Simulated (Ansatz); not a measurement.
# Pt: a strain scan

The task, for Pt: see how energy and stress answer to the strain pattern (0, 0, 0, 1, 0, 0).

The COD entry's cell or inner coordinates are ideal or old and differ from later refinements, so a difference from it is no clean test against experiment.

Method: DFT r2SCAN, scalar-relativistic, plane waves, PAW, in Ansatz 0.2.0.

### Step 1. The system as given

It takes space group Fm-3m (No. 225, cubic). The conventional cell has a = 3.916 Å, b = 3.916 Å, c = 3.916 Å, α = 90.00°, β = 90.00°, γ = 90.00°. Around Pt (site symmetry m-3m) lie 12 Pt at 2.77 Å.

As a file:

```cif
data_structure
_symmetry_space_group_name_H-M 'Fm-3m'
_symmetry_Int_Tables_number 225
_cell_length_a 3.9158
_cell_length_b 3.9158
_cell_length_c 3.9158
_cell_angle_alpha 90.000
_cell_angle_beta 90.000
_cell_angle_gamma 90.000
_cell_volume 60.04
loop_
_atom_site_label
_atom_site_type_symbol
_atom_site_symmetry_multiplicity
_atom_site_Wyckoff_symbol
_atom_site_fract_x
_atom_site_fract_y
_atom_site_fract_z
_atom_site_occupancy
Pt1 Pt 4 a 0.00000 0.00000 0.00000 1
```

No relaxation comes first: the listed cell is the starting point.

### Step 2. Zero of energy

Reference values: F = -12536.7933 eV; pressure 5.38 GPa; largest force 0.000 eV/Å; gap on the mesh none (metal). It was computed beforehand with the settings of the runs below.

### Step 3. The scan: a strain scan

The cell is strained by ε times the Voigt pattern (0, 0, 0, 1, 0, 0) (xx, yy, zz, yz, xz, xy; engineering shear), with fractional coordinates fixed (clamped ions). The stress on the pattern is the sum of the stress components weighted by it, tension positive.

### Step 4. Point ε = -0.0600

The input, input.yaml:

```yaml
crystal:
  lattice:
    - [0.0, 1.899163, 1.899163]
    - [1.9579, -0.058737, 1.9579]
    - [1.9579, 1.9579, -0.058737]
  atoms:
    - { symbol: Pt, position: [0.0, 0.0, 0.0] }
basis:
  ecutwfc: 500
kpoints:
  mp_grid: { grid: [20, 20, 20] }
hamiltonian:
  xc: r2scan
scf:
  occupations: { method: gaussian, width: 0.15 }
output:
  forces: true
  stress: true
  eigenvalues: true
```

Command:

```
$ ansatz run input.yaml --threads 1 --pin off --max-ram 2560MiB --backend cpu --events-out ev --progress --plain --runs-dir out
```

### Step 5. ε = 0.0450

Edit input.yaml of step 4 so:

```diff
@@ -2,5 +2,5 @@
   lattice:
-    - [0.0, 1.899163, 1.899163]
-    - [1.9579, -0.058737, 1.9579]
-    - [1.9579, 1.9579, -0.058737]
+    - [0.0, 2.00195275, 2.00195275]
+    - [1.9579, 0.04405275, 1.9579]
+    - [1.9579, 1.9579, 0.04405275]
   atoms:
```

### Step 6. ε = -0.0300

The input, input.yaml:

```yaml
crystal:
  lattice:
    - [0.0, 1.9285315, 1.9285315]
    - [1.9579, -0.0293685, 1.9579]
    - [1.9579, 1.9579, -0.0293685]
  atoms:
    - { symbol: Pt, position: [0.0, 0.0, 0.0] }
basis:
  ecutwfc: 500
kpoints:
  mp_grid: { grid: [20, 20, 20] }
hamiltonian:
  xc: r2scan
scf:
  occupations: { method: gaussian, width: 0.15 }
output:
  forces: true
  stress: true
  eigenvalues: true
  write_density: true
  write_potential: true
  elf: true
  volumetric_format: npy
```

### Step 7. Point ε = 0.0150

The input, input.yaml:

```yaml
crystal:
  lattice:
    - [0.0, 1.97258425, 1.97258425]
    - [1.9579, 0.01468425, 1.9579]
    - [1.9579, 1.9579, 0.01468425]
  atoms:
    - { symbol: Pt, position: [0.0, 0.0, 0.0] }
basis:
  ecutwfc: 500
kpoints:
  mp_grid: { grid: [20, 20, 20] }
hamiltonian:
  xc: r2scan
scf:
  occupations: { method: gaussian, width: 0.15 }
output:
  forces: true
  stress: true
  eigenvalues: true
```

### Step 8. At ε = 0.0525

Edit input.yaml of step 7 so:

```diff
@@ -2,5 +2,5 @@
   lattice:
-    - [0.0, 1.97258425, 1.97258425]
-    - [1.9579, 0.01468425, 1.9579]
-    - [1.9579, 1.9579, 0.01468425]
+    - [0.0, 2.009294875, 2.009294875]
+    - [1.9579, 0.051394875, 1.9579]
+    - [1.9579, 1.9579, 0.051394875]
   atoms:
```

### Step 9. At ε = 0.0375

Edit input.yaml of step 8 so:

```diff
@@ -2,5 +2,5 @@
   lattice:
-    - [0.0, 2.009294875, 2.009294875]
-    - [1.9579, 0.051394875, 1.9579]
-    - [1.9579, 1.9579, 0.051394875]
+    - [0.0, 1.994610625, 1.994610625]
+    - [1.9579, 0.036710625, 1.9579]
+    - [1.9579, 1.9579, 0.036710625]
   atoms:
```

### Step 10. ε = 0.0225

Edit input.yaml of step 9 so:

```diff
@@ -2,5 +2,5 @@
   lattice:
-    - [0.0, 1.994610625, 1.994610625]
-    - [1.9579, 0.036710625, 1.9579]
-    - [1.9579, 1.9579, 0.036710625]
+    - [0.0, 1.979926375, 1.979926375]
+    - [1.9579, 0.022026375, 1.9579]
+    - [1.9579, 1.9579, 0.022026375]
   atoms:
```

### Step 11. At ε = 0.0075

Edit input.yaml of step 10 so:

```diff
@@ -2,5 +2,5 @@
   lattice:
-    - [0.0, 1.979926375, 1.979926375]
-    - [1.9579, 0.022026375, 1.9579]
-    - [1.9579, 1.9579, 0.022026375]
+    - [0.0, 1.965242125, 1.965242125]
+    - [1.9579, 0.007342125, 1.9579]
+    - [1.9579, 1.9579, 0.007342125]
   atoms:
```

(Steps that only read results are left out.)

**Question.** What will these runs give? Wanted: slope of the stress at ε = 0, from the points at -0.0300, 0 and 0.0075.

The runs gave:

| quantity | value |
| --- | --- |
| slope of the stress at ε = 0, from the points at -0.0300, 0 and 0.0075 | 74 GPa |

**Reading.** The slope of the stress at zero strain, 74 GPa, estimates C44 with clamped ions in this Cartesian frame. The step is wide, so higher orders mix in. The reference stands under 5.4 GPa, so this is no zero-stress constant. No sampled point lies below the undisturbed cell. The runs treat Pt without spin-orbit coupling.
